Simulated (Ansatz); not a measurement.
# HfH2: further runs on the relaxed cell

An exercise on one series of results from a longer session: the logs are not shown, and one member is left open.

Program: Ansatz 0.2.0. Level of theory: DFT PBEsol, scalar-relativistic, plane waves, PAW. These are calculated values, not measurements.

1 further run of the same task is left out (set aside as unsound or not needed).

### Starting point

The structure is tetragonal, space group I4/mmm (No. 139). The conventional cell has a = 3.464 Å, b = 3.464 Å, c = 4.238 Å, α = 90.00°, β = 90.00°, γ = 90.00°. Hf (site symmetry 4/mmm) has 8 H at 2.03 Å as nearest neighbours. Around H (site symmetry -4m2) lie 4 Hf at 2.03 Å.

As a file:

```
CELL_PARAMETERS angstrom
-1.73213 1.73213 2.11884
1.73213 -1.73213 2.11884
1.73213 1.73213 -2.11884
ATOMIC_POSITIONS crystal
Hf 0.00000 0.00000 0.00000
H 0.75000 0.25000 0.50000
H 0.25000 0.75000 0.50000
```

It is the result of an earlier relaxation at this level (volume 8.48 Å³/atom; gap on the mesh: none (metal)).

Set-up of the first run:

Contents of input.yaml:

```yaml
crystal:
  lattice:
    - [-1.732134598, 1.732134598, 2.1188358372]
    - [1.732134598, -1.732134598, 2.1188358372]
    - [1.732134598, 1.732134598, -2.1188358372]
  atoms:
    - { symbol: Hf, position: [0.0, 0.0, 0.0] }
    - { symbol: H, position: [0.75, 0.25, 0.5] }
    - { symbol: H, position: [0.25, 0.75, 0.5] }
basis:
  ecutwfc: 420
kpoints:
  mp_grid: { grid: [16, 16, 16] }
  band_path:
    path:
      - [[0.0, 0.0, 0.0], [0.0, 0.0, 0.5], [0.25, 0.25, 0.25], [0.0, 0.5, 0.0], [0.0, 0.0, 0.0], [0.5, 0.5, -0.5], [0.41707392, 0.58292608, -0.41707392]]
      - [[-0.41707392, 0.41707392, 0.41707392], [0.0, 0.0, 0.0]]
      - [[0.0, 0.0, 0.5], [-0.33414784, 0.33414784, 0.5]]
      - [[0.5, 0.5, -0.33414784], [0.5, 0.5, -0.5]]
    npoints: 14
hamiltonian:
  xc: pbesol
scf:
  occupations: { method: gaussian, width: 0.1 }
  n_extra_bands: 7
output:
  forces: true
  stress: true
  eigenvalues: true
  populations: true
  dos: { projected: true, de: 0.02, nscf_kmesh: { grid: [24, 24, 24] } }
  bader: true
  write_density: true
  write_potential: true
  elf: true
  volumetric_format: npy
```

The run is started by

```
$ ansatz run input.yaml --threads 1 --pin off --max-ram 2560MiB --backend cpu --events-out ev --progress --plain --runs-dir out
```

Steps of the session up to this table: Bands, states and charges; The cell as listed, for comparison; The cell scaled to 0.97 of its volume; Point at V/V0 = 1.03; Point at V/V0 = 0.94; The cell scaled to 1.06 of its volume; Point at V/V0 = 0.91; Volume × 1.10; Point at V/V0 = 0.88.

One table of the session follows, with a row left open; its other results are not shown here.

It belongs to the step «Fit of the equation of state». 

```
volume (Å³/atom)  energy above the lowest point (meV/atom)  pressure (GPa)
           7.459                                      70.4           24.54
           7.713                                         ?               ?
           7.968                                      15.9           10.51
           8.222                                       3.8            4.88
           8.476                                       0.0           -0.02
           8.730                                       3.5           -4.28
           8.985                                      13.3           -7.99
           9.324                                      34.8          -12.19
```

Q: Estimate the row for volume (Å³/atom) = 7.713 from the others.

Worked estimate for «energy above the lowest point (meV/atom)». A straight line through the neighbours (7.459, 70.4) and (7.968, 15.9) gives 70.4 + (15.9 − 70.4) × (7.713 − 7.459) / (7.968 − 7.459) = 43.2; a parabola fitted to 3 rows on both sides gives 38.2.

**Answer.** energy above the lowest point (meV/atom): 37.6; pressure (GPa): 17.00. In «energy above the lowest point (meV/atom)» the line misses by +5.6 and the parabola by +0.6.
